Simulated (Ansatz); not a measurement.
## GeH5Si, SMILES [SiH2][GeH3]: vertical energies of changing the electron count

Program: Ansatz 0.2.0, Python API.

Contents of `geh5si.xyz`:
```text
7

Si   -0.03820   -1.45290   -0.18680
Ge    0.27240    0.87220   -0.10660
H     0.13470   -1.99540    1.11060
H    -1.40630   -1.65460   -0.59390
H     0.00890    1.49040   -1.51720
H    -0.68180    1.52240    0.93540
H     1.77140    1.15000    0.31280
```

The script, `run_ip.py`:
```python
# -*- coding: utf-8 -*-
import ansatz as az


def single_point(molecule, charge=0, unpaired=0):
    calc = molecule.calculation().basis(gaussian="def2-SVPD").correlation("CCSD(T)")
    if charge:
        calc = calc.charge(charge)
    if unpaired:
        calc = calc.spin("collinear", total=unpaired)
    report = calc.run().report
    if report["published_state_doubts"]:
        print("  doubts:", report["published_state_doubts"])
    return report["free_energy_ev"]

geometry = az.Crystal.molecule_from_extxyz("geh5si.xyz")

parent = single_point(geometry, 0, 1)
cation = single_point(geometry, 1, 0)
print(f"E(N)   = {parent:.5f} eV")
print(f"E(N-1) = {cation:.5f} eV  (0 unpaired)")
print(f"vertical ionisation energy {cation - parent:.3f} eV")
other = single_point(geometry, 1, 2)
print(f"to the state with 2 unpaired electrons: {other - parent:.3f} eV")
anion = single_point(geometry, -1, 0)
print(f"E(N+1) = {anion:.5f} eV  (0 unpaired)")
print(f"vertical electron affinity {parent - anion:.3f} eV" + ("" if anion < parent else " (unbound in this basis)"))
print(f"fundamental gap IP - EA = {cation + anion - 2 * parent:.3f} eV")
```

Running `python run_ip.py` prints:
```text
E(N)   = -64414.38295 eV
E(N-1) = -64405.89212 eV  (0 unpaired)
vertical ionisation energy 8.491 eV
to the state with 2 unpaired electrons: 10.337 eV
E(N+1) = -64415.47974 eV  (0 unpaired)
vertical electron affinity 1.097 eV
fundamental gap IP - EA = 7.394 eV
```

Caveats:
- Total energies depend on the basis set; only differences at equal settings carry meaning.
- The geometry is a force-field or estimated start, not a minimum of this method, and the basis set is short of its limit. All parts are taken at fixed geometry, without zero-point energy. At an unrelaxed start these energies can be a whole eV from those at the minimum, and a small affinity can change sign.
- The species is open-shell (spin multiplicity 2).
- Only the spin states typed were run; another state of an ion can lie lower, by up to an eV or two.
- Run time: 99 s on 1 thread of Arm Neoverse V1, on a shared host, peak memory 0.8 GiB.
